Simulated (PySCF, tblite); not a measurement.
# C2H7GaN2: geometry, infrared bands, NMR shifts and spin-spin couplings

Wanted: the infrared bands, NMR shifts and spin-spin couplings of C2H7GaN2 (`C1C[NH][GaH][NH]1`), by calculation.

Programs: tblite 0.8.0 and PySCF 2.14.0, with density-fitted response routines of our own. Each step states its level of theory. These are calculated values for one molecule in the gas phase, unless marked as measured. Atoms count from 0, in the outputs and in this text.

## (1) The starting structure

12 atoms, charge 0, multiplicity 1; geometry from: force field or distance geometry start.

Bonds of the start (Å): C0–C1 1.51, C1–N2 1.43, N2–Ga3 1.73, Ga3–N4 2.04, N4–C0 1.42, C0–H5 1.12, C0–H6 1.09, C1–H7 1.09, C1–H8 1.12, N2–H9 1.04, Ga3–H10 1.48, N4–H11 1.05.

## (2) Optimising the geometry with GFN2-xTB

Job settings and geometry (Å):

```
{"job": {"kind": "relax", "xc": "GFN2-xTB", "basis": "xTB"}, "charge": 0, "multiplicity": 1}
C     -0.024500    -0.965700     0.367200
C     -1.017200     0.123400     0.050700
N     -0.316900     1.358100    -0.121600
Ga     1.330800     1.115000    -0.606400
N      1.058000    -0.905000    -0.554100
H     -0.558600    -1.938600     0.185900
H      0.347900    -0.896700     1.391400
H     -1.594000    -0.150700    -0.827600
H     -1.686600     0.203700     0.946400
H     -0.858300     2.123500     0.335600
H      2.488200     1.231200     0.302000
H      0.832400    -1.298800    -1.495500
```

Command:

```sh
$ OMP_NUM_THREADS=1 python probes_run.py task.json out
```

This one command runs all jobs of the session in turn.

**Question.** This job is followed by: GFN2-xTB harmonic vibrations, gas phase; GIAO PBE0/pcSseg-1 NMR shielding, non-relativistic, gas phase; B3LYP/pcJ-1 Ga:pcSseg-1 indirect spin-spin coupling, non-relativistic, gas phase. Predict these results of the whole session: strongest single infrared mode (GFN2-xTB); zero-point energy (GFN2-xTB); ¹³C shifts against TMS (PBE0/pcSseg-1, means over atoms taken as alike); ¹H shifts against TMS (PBE0/pcSseg-1, means over atoms taken as alike); ¹⁵N shifts against NH3 (PBE0/pcSseg-1, means over atoms taken as alike); shieldings of Ga (PBE0/pcSseg-1); surface potential, 1st and 99th percentile; largest coupling of the table (B3LYP/pcSseg-1+pcJ-1).

The runs gave:

| quantity | value |
| --- | --- |
| strongest single infrared mode (GFN2-xTB) | 1716 cm⁻¹, 520 km/mol |
| zero-point energy (GFN2-xTB) | 56.0 kcal/mol |
| ¹³C shifts against TMS (PBE0/pcSseg-1, means over atoms taken as alike) | 54.2 ppm |
| ¹H shifts against TMS (PBE0/pcSseg-1, means over atoms taken as alike) | 5.79, 3.21, 1.48 ppm |
| ¹⁵N shifts against NH3 (PBE0/pcSseg-1, means over atoms taken as alike) | 59.4 ppm |
| shieldings of Ga (PBE0/pcSseg-1) | Ga3 1327.2 ppm |
| surface potential, 1st and 99th percentile | -1.71 V and 1.82 V |
| largest coupling of the table (B3LYP/pcSseg-1+pcJ-1) | ¹J(C,H) C0–H5, 141.3 Hz |

**Reading.** Relaxing lowered the energy by 1.034 eV in 68 steps; the close pair that moved most is Ga3–N4, from 2.039 to 1.875 Å. All 30 modes are real, so the xTB geometry is a minimum. The strongest single mode, at 1716 cm⁻¹, moves mainly H10. Unscaled tight-binding wavenumbers are off by several per cent, some by more. Its intensities can rank the bands wrongly. At PBE0/pcSseg-1: Shielding is most anisotropic at Ga3 (span 264 ppm, paramagnetic term -1313 ppm). At PBE0/pcSseg-1, counted by nearest atom on the grid, the HOMO lies on N2, N4 about 34 % each, the LUMO on Ga3 49 %; H10 21 %. In the run at B3LYP/pcSseg-1+pcJ-1, the largest coupling of the table is C0–H5 (mean over like pairs), 141.3 Hz, of which the Fermi-contact term gives 139.8 Hz. Couplings across rotatable bonds belong to this one conformer; where others are populated, the observed values are averages. Spin-orbit coupling is left out, which matters for shieldings and couplings at and beside the heavy atoms.
